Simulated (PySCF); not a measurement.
# Cl4Hf: the cost of one run

Program: PySCF 2.14.0. Level of theory: levels as typed in each script, gas phase, geometry from GFN2-xTB. These are calculated values, not measurements.

## (1) Where the work starts

SMILES `Cl[Hf](Cl)(Cl)Cl`, 5 atoms, charge 0, spin multiplicity 1.

Bond lengths: Cl1–Hf2 2.244 Å, Hf2–Cl3 2.244 Å, Hf2–Cl4 2.244 Å, Hf2–Cl5 2.244 Å. Angles: Cl1–Hf2–Cl3 109.4°, Cl1–Hf2–Cl4 109.5°, Cl1–Hf2–Cl5 109.5°, Cl3–Hf2–Cl4 109.5°, Cl3–Hf2–Cl5 109.5°, Cl4–Hf2–Cl5 109.5°.

Coordinates:

```xyz
5

Cl    1.29619   -0.99529   -1.53757
Hf   -0.00014   -0.00001    0.00010
Cl    1.29617    0.99530    1.53739
Cl   -1.29590   -1.53831    0.99463
Cl   -1.29588    1.53834   -0.99486
```

## (2) Removing and adding an electron (PBE/def2-tzvp)

The input, input.py:

```python
import numpy as np
from pyscf import gto, scf, dft
from pyscf.scf import atom_ks, atom_hf
from scipy.linalg import block_diag

def solve(mol, dm0=None, hcore=None):
    mf = (dft.UKS if mol.spin else dft.RKS)(mol, xc='pbe')
    mf.grids.level = 3
    mf = mf.density_fit(auxbasis='def2-universal-jkfit')
    mf.conv_tol, mf.max_cycle = 1e-8, 80
    if hcore is not None:
        mf.get_hcore = lambda *args: hcore
    mf.kernel(dm0)
    if not mf.converged:
        mf = mf.newton().run(mf.mo_coeff, mf.mo_occ, max_cycle=30)
    assert mf.converged, 'SCF not converged'
    return mf

mol = gto.M(atom='''
Cl     1.29619    -0.99529    -1.53757
Hf    -0.00014    -0.00001     0.00010
Cl     1.29617     0.99530     1.53739
Cl    -1.29590    -1.53831     0.99463
Cl    -1.29588     1.53834    -0.99486
''', basis='def2-tzvp', ecp={'Hf': 'def2-tzvp'}, charge=0, spin=0, verbose=4)
mf = solve(mol)
out = dict(e0=mf.e_tot, dm0=mf.make_rdm1(), c=mf.mo_coeff, occ=mf.mo_occ, eps=mf.mo_energy)
for name, dq, spin in [('cation', 1, 1), ('anion', -1, 1)]:
    ion = mol.copy().set(charge=mol.charge + dq, spin=spin).build()
    mi = solve(ion)
    if spin and dq > 0 and mol.nao < 130:
        c, _, stable, _ = mi.stability(return_status=True)
        if not stable:
            mi = solve(ion, mi.make_rdm1(c, mi.mo_occ))
    print(name, 'vertical energy change / eV', (mi.e_tot - mf.e_tot) * 27.211386)
    out.update({'e_' + name: mi.e_tot, 'dm_' + name: mi.make_rdm1(), 's2_' + name: mi.spin_square()[0], 'eps_' + name: mi.mo_energy, 'occ_' + name: mi.mo_occ})
# spherically averaged free atoms, for the promolecule
atom_ks.AtomSphAverageRKS.init_guess_by_vsap = lambda self, mol=None: self.init_guess_by_minao(mol)  # core potentials
atm = atom_ks.get_atm_nrks(mol, xc='pbe')
pro = block_diag(*[(atm[a[0]][2] * atm[a[0]][3]) @ atm[a[0]][2].T for a in mol._atom])
np.savez('result.npz', pro=pro, **out)
```

Started as:

```console
$ OMP_NUM_THREADS=1 python input.py
```

What time and memory should one allow on 1 thread of AMD EPYC, shared host?

About 8.1 min, with a peak of 0.76 GiB.
